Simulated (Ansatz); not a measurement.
# Ruthenium, simple cubic under r²SCAN: structure, energy and stiffness

Aim: take ruthenium in the simple cubic structure, relax it, solve it on a dense k-mesh, switch on spin-orbit coupling, then scale the cell to 7 volumes from 88 to 112 % of the relaxed one and try a fit of the equation of state. The k-meshes are 13×13×13 for the relaxation; 21×21×21 for the dense run; 13×13×13 for spin-orbit coupling; 14×14×14 for the volumes.

This is Ru in the simple cubic structure; at room conditions it is hcp.

Computed with Ansatz 0.2.0 (DFT r2SCAN, plane waves (500 eV) with PAW, scalar-relativistic; PAW files made under PBE, frozen cores solved again for the functional, unless a step says otherwise).

**1. The structure to begin with**

The structure is cubic, space group Pm-3m (No. 221). Conventional cell: a = 2.446 Å, b = 2.446 Å, c = 2.446 Å, α = 90.00°, β = 90.00°, γ = 90.00°. Around Ru (site symmetry m-3m) lie 6 Ru at 2.45 Å.

Coordinates:

```
CELL_PARAMETERS angstrom
2.44628 0.00000 0.00000
0.00000 2.44628 0.00000
0.00000 0.00000 2.44628
ATOMIC_POSITIONS crystal
Ru 0.00000 0.00000 0.00000
```

**2. Relaxing cell and atoms**

input.yaml reads:

```yaml
crystal:
  lattice:
    - [2.4462764308, 0.0, 0.0]
    - [0.0, 2.4462764308, 0.0]
    - [0.0, 0.0, 2.4462764308]
  atoms:
    - { symbol: Ru, position: [0.0, 0.0, 0.0] }
hamiltonian:
  xc: r2scan
  pseudopotentials:
    kind: paw
    azcp:
      Ru: "pseudopotentials/Ru.paw.azcp"
basis:
  ecutwfc: 500
  fft_grid_basis: typed
kpoints:
  mp_grid: { grid: [13, 13, 13], shift: [0, 0, 0] }
magnetization:
  spin_polarized: false
scf:
  occupations: { method: fermi_dirac, width: 0.1 }
relax:
  max_steps: 60
  f_tol: 0.01
  cell: {}
```

Started as:

```sh
$ ansatz run input.yaml --threads 1 --pin off --max-ram 3584MiB --backend cpu --events-out ev --progress --plain --runs-dir out
```

Further steps of the session: Dense single point; A two-component run at the same geometry; Volume × 0.88; Volume × 0.92; Volume × 0.96; Volume × 1.0; Volume × 1.04; Volume × 1.08; Volume × 1.12.

What does the calculation give? Wanted: space group; conventional cell; volume; shortest distance; gap on the mesh; relative to hcp; V₀, B₀, B₀′.

As calculated:

| quantity | value |
| --- | --- |
| space group (spins left aside) | Pm-3m (No. 221) |
| conventional cell | a = 2.491 Å |
| volume | 15.465 Å³/atom |
| shortest distance | 2.491 Å |
| gap on the mesh | none (levels filled in part) |
| relative to hcp | +1170 meV/atom |
| V₀, B₀, B₀′ | 15.459 Å³/atom, 239 GPa, 4.7 |

What this shows: The relaxation enlarged the cell by 5.6 % in volume. It lies 1170 meV/atom above the element's reference form at the same level (hcp, from a run of its own), so it is far from stable. Levels at the Fermi energy are filled in part, as in a metal. The total energy of the spin-orbit run lies +6.5 eV/atom from the scalar one, but the two kinds of run don't share a zero of energy: only differences within one kind count. The fitted modulus is 239 GPa. The symmetry was held, so the structure may be unstable against distortions that break it.
